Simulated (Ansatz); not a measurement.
# Nb3Te8Mo: the cost of one run

Method: DFT PBE, scalar-relativistic, plane waves, PAW, unless a step names another level, in Ansatz 0.2.0.

1 further run of the same task is left out (it didn't finish). Runs told in other sessions of the task aren't counted.

## (1) The system as given

It takes space group P-3m1 (No. 164, trigonal). Conventional cell: a = 7.266 Å, b = 7.266 Å, c = 7.757 Å, α = 90.00°, β = 90.00°, γ = 120.00°. Around Nb (site symmetry 2/m) lie 6 Te at 2.80 to 2.82 Å. Around Te (site symmetry 3m) lie 3 Nb at 2.82 Å. Te (site symmetry m) is surrounded by 1 Mo at 2.77 Å and 2 Nb at 2.80 Å. Mo (site symmetry -3m) has 6 Te at 2.77 Å in its first shell of neighbours.

As a file:

```
Nb Te Mo
1.0
     7.26580    0.00000    0.00000
    -3.63290    6.29236    0.00000
     0.00000    0.00000    7.75688
Nb Te Mo
3 8 1
Cartesian
  -1.8164 3.1462 0.0000
  1.8164 3.1462 0.0000
  3.6329 0.0000 0.0000
  0.0000 4.1949 5.8780
  1.7944 1.0360 5.9159
  3.6329 4.2204 5.9159
  5.4714 1.0360 5.9159
  -1.8385 5.2564 1.8410
  0.0000 2.0720 1.8410
  1.8385 5.2564 1.8410
  3.6329 2.0975 1.8788
  0.0000 0.0000 0.0000
```

It is the end of an earlier relaxation with the same method, from a generated guess; it needn't be the stable form of this composition. At a tolerance of 0.05 Å it has space group P-3m1 (No. 164); it has 29.55 Å³/atom, an uncorrected energy of -0.34 eV/atom over the elements.

## (2) Bands, states and charges

input.yaml reads:

```yaml
crystal:
  lattice:
    - [7.2657959415, 2.89e-08, 0.0]
    - [-3.6328979958, 6.2923638496, 0.0]
    - [0.0, 0.0, 7.7568849]
  atoms:
    - { symbol: Nb, position: [0.0, 0.5, 0.0] }
    - { symbol: Nb, position: [0.5, 0.5, 0.0] }
    - { symbol: Nb, position: [0.5, 0.0, 0.0] }
    - { symbol: Te, position: [0.3333333333, 0.6666666667, 0.757783] }
    - { symbol: Te, position: [0.329281, 0.1646405, 0.762667] }
    - { symbol: Te, position: [0.8353595, 0.670719, 0.762667] }
    - { symbol: Te, position: [0.8353595, 0.1646405, 0.762667] }
    - { symbol: Te, position: [0.1646405, 0.8353595, 0.237333] }
    - { symbol: Te, position: [0.1646405, 0.329281, 0.237333] }
    - { symbol: Te, position: [0.670719, 0.8353595, 0.237333] }
    - { symbol: Te, position: [0.6666666667, 0.3333333333, 0.242217] }
    - { symbol: Mo, position: [0.0, 0.0, 0.0] }
basis:
  ecutwfc: 420
kpoints:
  mp_grid: { grid: [6, 6, 6] }
  band_path:
    path:
      - [[0.0, 0.0, 0.0], [0.5, 0.0, 0.0], [0.33333333, 0.33333333, 0.0], [0.0, 0.0, 0.0], [0.0, 0.0, 0.5], [0.5, 0.0, 0.5], [0.33333333, 0.33333333, 0.5], [0.0, 0.0, 0.5]]
      - [[0.5, 0.0, 0.5], [0.5, 0.0, 0.0]]
      - [[0.33333333, 0.33333333, 0.5], [0.33333333, 0.33333333, 0.0]]
    npoints: 10
hamiltonian:
  xc: pbe
scf:
  occupations: { method: gaussian, width: 0.1 }
  n_extra_bands: 30
output:
  forces: true
  stress: true
  eigenvalues: true
  populations: true
  dos: { projected: true, de: 0.02, nscf_kmesh: { grid: [8, 8, 8] } }
  bader: false
  write_density: true
  write_potential: true
  elf: true
  volumetric_format: npy
checkpoint:
  read: start.run
  write: ck
  compress: false
  write_wavefunctions: false
  write_every: 100000
```

On the command line:

```console
> ansatz run input.yaml --threads 4 --pin off --max-ram 8192MiB --backend cpu --events-out ev --progress --plain --runs-dir out
```

**Question.** How long does this run take on 4 threads of Arm Neoverse V1, shared host, and how much memory does it need?

About 2 min, with a peak of 2.8 GiB.
